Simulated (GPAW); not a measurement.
# HPbNO4 in GPAW: convergence with plane-wave cutoff (eV)

Input of the first run (plane-wave cutoff (eV) 400); the others differ in this setting and in those tied to it:

Contents of run.py:

```python
from ase import Atoms
from ase.dft.bandgap import bandgap
from ase.io import write
from ase.units import GPa
from ase.parallel import parprint
from gpaw import GPAW, PW

atoms = Atoms(['H', 'Pb', 'N', 'O', 'O', 'O', 'O'],
              cell=[[3.85707, 0.00178, -0.03658],
                    [0.17353, 4.33436, -0.01647],
                    [0.75803, 0.83873, 5.87662]],
              scaled_positions=[[0.61511, 0.89559, 0.19844],
                                [0.64597, 0.44651, 0.91685],
                                [0.71474, 0.2381, 0.50058],
                                [0.16958, 0.47007, 0.77768],
                                [0.62919, 0.97045, 0.49845],
                                [0.56424, 0.92583, 0.03849],
                                [0.78022, 0.4225, 0.31951]],
              pbc=True)

calc = GPAW(mode=PW(400),
            xc='PBE',
            kpts={'size': (5, 5, 3), 'gamma': True},
            occupations={'name': 'fermi-dirac', 'width': 0.05},
            nbands=39,
            convergence={'density': 1e-05, 'energy': 1e-05},
            maxiter=100,
            txt='gpaw.txt')
atoms.calc = calc
energy = atoms.get_potential_energy()
forces = atoms.get_forces()
stress = atoms.get_stress()
calc.write('gs.gpw')
write('result.traj', atoms)
parprint(f'Energy: {energy:.6f} eV')
parprint('Forces (eV/A):')
parprint(forces.round(4))
parprint('Stress (GPa):', (stress / GPa).round(3))
parprint('Fermi level:', round(calc.get_fermi_level(), 4), 'eV')
parprint(f'Gap: {bandgap(calc)[0]:.4f} eV, direct: {bandgap(calc, direct=True)[0]:.4f} eV')
```

Potentials or basis: GPAW PAW data sets (gpaw-data 1.2.1), pw.

Run with:

```console
$ OMP_NUM_THREADS=1 mpirun -n 8 gpaw python run.py
```

The cell was built by a generator and needn't be a form met in nature.

Hardware: 8 MPI ranks on Intel(R) Xeon(R) 6975P-C (Granite Rapids), with other jobs on the host.

Q: The values tried are 400, 500, 600, 700, 800, 1000, 1200, loosest first. From which on does the energy stay within 1 meV/atom of the tightest run that finished?

A: From 1000 on.

```csv
plane-wave cutoff (eV),"energy less the tightest run, at zero smearing (meV/atom)",pressure (GPa),largest force (eV/Å),gap on the mesh (eV),SCF cycles,CPU time (s)
400,1281.41,-51.68,1.665,0.559,14,62
500,321.59,-17.81,0.208,0.562,14,80
600,73.79,-5.60,0.111,0.566,14,96
700,14.55,-1.69,0.101,0.566,14,120
800,2.66,-0.63,0.105,0.566,14,140
1000,0.50,-0.40,0.106,0.566,14,170
1200,0.00,-0.40,0.106,0.566,14,210
```

Against the tightest run, the pressure stays within 0.1 GPa from 1000 on; the largest force stays within 0.005 eV/Å from 600 on; the gap on the mesh stays within 0.01 eV from 400 on. The tightest run that finished is the yardstick and may itself not be fully converged.

Caveat, for the tightest run too: spin-orbit coupling is left out, which as a rule narrows the gap of such compounds by several tenths of an eV; an odd mesh through Γ misses points on the zone boundary, where band edges often lie.
